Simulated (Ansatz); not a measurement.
# C2H6AlBr: one species, many methods

One table from this session's results is given with a row withheld; the runs are named, their logs left out.

The runs use Ansatz 0.2.0, Gaussian basis; functionals in def2-TZVPP, the program's frozen cores in correlated methods.

The runs, in order: PBE-D4, r2SCAN-D4, PBE0-D4, B3LYP-D4, ωB97X-V, ωB97M-V, B2PLYP; CCSD(T)/def2-TZVPP; MP2/def2-QZVPP; extrapolation to the limit.

## The geometry

The geometry comes from an earlier relaxation with PBE0-D4 in a triple-zeta def2 set; it is a stationary point, not always the lowest conformer.

10 atoms, charge 0, spin multiplicity 1.

Atoms are counted from 1 here; the program's logs count them from 0.

Bond lengths: Al1–C2 1.970 Å, Al1–H5 1.588 Å, Al1–H6 1.586 Å, C2–C3 1.500 Å, C2–H7 1.097 Å, C2–H8 1.097 Å, C3–Br4 1.972 Å, C3–H9 1.088 Å, C3–H10 1.088 Å. Angles: C2–Al1–H5 120.4°, C2–Al1–H6 118.7°, H5–Al1–H6 121.0°, Al1–C2–C3 114.9°, Al1–C2–H7 107.5°, Al1–C2–H8 107.4°, C3–C2–H7 110.7°, C3–C2–H8 110.7°, H7–C2–H8 105.1°, C2–C3–Br4 113.1°, C2–C3–H9 113.1°, C2–C3–H10 113.1°, Br4–C3–H9 104.1°, Br4–C3–H10 104.1°, H9–C3–H10 108.6°.

Coordinates:

```mol
C2H6AlBr
  3D, bonds by distance, orders not assigned

 10  9  0  0  0  0  0  0  0  0999 V2000
   -0.5424    1.6776    0.0617 Al  0  0
   -0.2151   -0.2084    0.5258 C   0  0
    0.5757   -0.9798   -0.4885 C   0  0
    0.8696   -2.8604    0.0263 Br  0  0
    0.0114    2.2775   -1.3007 H   0  0
   -1.3695    2.5773    1.0729 H   0  0
    0.2843   -0.2256    1.5023 H   0  0
   -1.1915   -0.6788    0.6956 H   0  0
    0.0813   -1.0445   -1.4559 H   0  0
    1.5795   -0.5860   -0.6364 H   0  0
  1  2  8  0
  2  3  8  0
  3  4  8  0
  1  5  8  0
  1  6  8  0
  2  7  8  0
  2  8  8  0
  3  9  8  0
  3 10  8  0
M  END
```

Set-up of the first run:

The input, in.yaml:

```yaml
crystal:
  periodic: [false, false, false]
  atoms:
    - {symbol: Al, position_ang: [-0.542386, 1.677640, 0.061739]}
    - {symbol: C, position_ang: [-0.215093, -0.208381, 0.525751]}
    - {symbol: C, position_ang: [0.575657, -0.979780, -0.488476]}
    - {symbol: Br, position_ang: [0.869560, -2.860375, 0.026278]}
    - {symbol: H, position_ang: [0.011445, 2.277475, -1.300716]}
    - {symbol: H, position_ang: [-1.369460, 2.577342, 1.072941]}
    - {symbol: H, position_ang: [0.284264, -0.225642, 1.502303]}
    - {symbol: H, position_ang: [-1.191539, -0.678774, 0.695613]}
    - {symbol: H, position_ang: [0.081268, -1.044487, -1.455946]}
    - {symbol: H, position_ang: [1.579484, -0.586019, -0.636387]}
basis:
  gaussian: {orbitals: def2-TZVPP}
hamiltonian: {xc: pbe, dispersion: d4}
output: {forces: true, orbitals: {seedname: orbitals}}
```

Started as:

```
ansatz run in.yaml --threads 4 --pin off --events-out ev --progress --plain --max-ram 10444MiB
```

Steps of the session up to this table: PBE-D4 (GGA); r2SCAN-D4 (meta-GGA); PBE0-D4 (hybrid); B3LYP-D4 (hybrid); ωB97X-V (range-separated); ωB97M-V (range-separated); B2PLYP (double hybrid); CCSD(T) in def2-TZVPP; MP2 in def2-QZVPP.

One table of the session follows, with a row left open; its other results are not shown here.

| method | atomisation energy (kcal/mol) |
| --- | --- |
| PBE-D4 | 787.2 |
| r2SCAN-D4 | 782.0 |
| PBE0-D4 | ? |
| B3LYP-D4 | 777.4 |
| ωB97X-V | 780.7 |
| ωB97M-V | 779.6 |
| B2PLYP | 769.4 |
| HF/def2-TZVPP | 583.0 |
| MP2/def2-TZVPP | 768.7 |
| CCSD/def2-TZVPP | 752.1 |
| CCSD(T)/def2-TZVPP | 762.0 |
| MP2/CBS | 787.7 |
| CCSD(T)/CBS | 781.0 |

**Question.** Estimate the row for PBE0-D4.

**Answer.** atomisation energy (kcal/mol): 779.7. In the column «atomisation energy (kcal/mol)» it lies between ωB97M-V (779.6) and ωB97X-V (780.7).
